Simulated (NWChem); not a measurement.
**[SnH3]− (SMILES [H][Sn-]([H])[H]): B1B95-D3(0)/SBKJC-VDZ (core potential, COSMO heptane)**

What is the vertical singlet–triplet gap of [SnH3]− at B1B95-D3(0)/SBKJC-VDZ (core potential, COSMO heptane)? 

The calculation is run with NWChem 7.3.0.

9 further runs of the same task are left out: 1 for a known fault of the program, 1 that didn't finish, 7 set aside as unsound or not needed.

### 1 The molecule

[SnH3]− has 4 atoms, charge -1, and is taken as a singlet. As SMILES, `[H][Sn-]([H])[H]`. The shape comes from GFN2-xTB, which is rough for such elements, and wasn't checked as a minimum.

Bond lengths: Sn1–H2 1.948 Å, Sn1–H3 1.948 Å, Sn1–H4 1.949 Å. Angles: H2–Sn1–H3 93.3°, H2–Sn1–H4 93.4°, H3–Sn1–H4 93.5°.

### 2 A single-point energy at B1B95-D3(0)/SBKJC-VDZ (core potential, COSMO heptane)

h3sn.xyz reads:

```xyz
4

Sn    -0.006380     0.005730     0.791670
H      1.637790    -0.033600    -0.251650
H     -0.786860     1.432510    -0.280410
H     -0.844540    -1.404640    -0.259610
```

run.py reads:

```python
from ase.io import read
from ase.calculators.nwchem import NWChem

molecule = read('h3sn.xyz')

calc = NWChem(
    label='h3sn',
    theory='dft',
    memory='2200 mb',
    basis='"sbkjc vdz ecp"',
    basispar='spherical',
    charge=-1,
    ecp={'Sn library': '"sbkjc ecp"'},
    cosmo={'dielec': '1.9113'},
    dft={'xc': 'b1b95', 'mult': '1', 'disp': 'vdw 3', 'grid': 'coarse', 'convergence': 'energy 1e-05', 'direct': None, 'iterations': '100', 'mulliken': None},
    task='energy',
)
molecule.calc = calc

print(f"energy = {molecule.get_potential_energy():.6f} eV")
print("dipole (e A):", molecule.get_dipole_moment().round(4))
```

Run with:

```sh
export ASE_NWCHEM_COMMAND="nwchem PREFIX.nwi > PREFIX.nwo"
python run.py
```

Standard output:

```text
energy = -141.220167 eV
dipole (e A): [ 0.0013 -0.0037 -0.5032]
```

The calculator wrote h3sn.nwi:

```
title "h3sn"

permanent_dir h3sn

scratch_dir h3sn

start h3sn

geometry units angstrom nocenter noautosym noautoz
  Sn -6.3800000000000003e-03 5.7299999999999999e-03 7.9166999999999998e-01
  H  1.6377900000000001e+00 -3.3599999999999998e-02 -2.5164999999999998e-01
  H  -7.8686000000000000e-01 1.4325100000000000e+00 -2.8040999999999999e-01
  H  -8.4453999999999996e-01 -1.4046400000000001e+00 -2.5961000000000001e-01
end

charge -1

memory 2200 mb

basis spherical noprint
   * library "sbkjc vdz ecp"
end

ecp
  Sn library "sbkjc ecp"
end
cosmo
  dielec 1.9113
end
dft
  xc b1b95
  mult 1
  disp vdw 3
  grid coarse
  convergence energy 1e-05
  direct
  iterations 100
  mulliken
end

task dft energy
```

h3sn.nwo (excerpt; [...] marks lines left out):

```text
[...]
      One electron energy =      -16.762843531845
[... 1 line left out ...]
    Exchange-Corr. energy =       -2.114517457678
[... 4 lines left out ...]
             COSMO energy =        0.769222874740
[... 9 lines left out ...]
                 sol phase energy =        -5.189745450027
[...]
      Total Density - Mulliken Population Analysis
     ---------------------------------------------
    Atom       Charge   Shell Charges
 -----------   ------   -------------------------------------------------------
    1 Sn   4     4.31   1.55  1.78  0.20  0.78
    2 H    1     1.23   0.37  0.86
    3 H    1     1.23   0.37  0.86
    4 H    1     1.23   0.37  0.86
[...]
```

It took 1.8 s on 1 thread of AMD EPYC 7B13 (Zen 3), shared host; peak memory 0.11 GiB.

### 3 The triplet at the same level

h3sn.nw reads:

```
start h3sn
memory stack 880 mb heap 220 mb global 1100 mb
charge -1

geometry units angstroms noautosym nocenter
 zmatrix
   Sn
   H 1 1.947655
   H 1 1.947872 2 93.33705
   H 1 1.94855 2 93.41078 3 93.70187
 end
end

basis spherical
 * library "sbkjc vdz ecp"
end

ecp
 Sn library "sbkjc ecp"
end

cosmo
 dielec 1.9113
end

dft
 xc b1b95
 mult 3
 disp vdw 3
 grid coarse
 convergence energy 1e-05
 direct
 iterations 150
 mulliken
 print medium
end

task dft energy
```

Run with:

```sh
nwchem h3sn.nw > h3sn.out
```

Standard output:

```text
[...]
          Wavefunction type:  spin polarized.
          No. of atoms     :     4
          No. of electrons :     8
[...]
          Charge           :    -1
          Spin multiplicity:     3
[...]
          AO basis - number of functions:    14
[...]
              XC Information
              --------------
                        B1B95 Method XC Functional
                     Hartree-Fock (Exact) Exchange  0.280
                    Becke 1988 Exchange Functional  0.720
                         B95 Correlation Potential  1.000
[...]
 d= 0,ls=0.0,diis     1     -4.9694993623 -8.79D+00  5.80D-02  1.94D-02     0.2
[...]
 d= 0,ls=0.0,diis     9     -5.0365951843 -1.23D-09  2.05D-06  2.55D-11     2.2
[...]
         Total DFT energy =       -5.036595184280
      One electron energy =      -16.514158396605
           Coulomb energy =        8.996280437522
    Exchange-Corr. energy =       -2.105463806367
 Nuclear repulsion energy =        3.819606854908
    Dispersion correction =       -0.000333919397
[...]
      Total Density - Mulliken Population Analysis
     ---------------------------------------------
    Atom       Charge   Shell Charges
 -----------   ------   -------------------------------------------------------
    1 Sn   4     4.36   1.43  1.86  0.15  0.91
    2 H    1     1.24   0.37  0.87
    3 H    1     1.20   0.36  0.84
    4 H    1     1.20   0.36  0.84
[...]
      <S2> =      2.0047 (Exact =     2.0000)
[...]
```

It took 2.8 s on 1 thread of AMD EPYC 7B13 (Zen 3), shared host; peak memory 0.11 GiB.

### 4 Summary of results

At B1B95-D3(0)/SBKJC-VDZ (core potential, COSMO heptane):

| quantity | value |
| --- | --- |
| singlet: total energy | -5.18975 Eh |
| singlet: HOMO energy | -2.94 eV |
| singlet: LUMO energy | 3.29 eV |
| singlet: HOMO–LUMO gap (to an unbound level, set by the basis) | 6.23 eV |
| singlet: dispersion energy | -0.88 kJ/mol |
| singlet: solvent term in the energy | -110.9 kJ/mol |
| triplet: total energy | -5.03660 Eh |
| triplet: HOMO energy (highest over α and β) | 0.96 eV |
| triplet: dispersion energy | -0.88 kJ/mol |
| triplet: solvent term in the energy | -103.7 kJ/mol |
| triplet: ⟨S²⟩ | 2.005 |
| vertical energy of the triplet above the singlet | 4.167 eV |

At this shape the triplet lies 4.17 eV (402 kJ/mol) above the singlet. For an anion a state so high probably lies above electron detachment. The HOMO (triplet) lies at positive energy, 0.96 eV; only total energies tell whether the electron is bound.
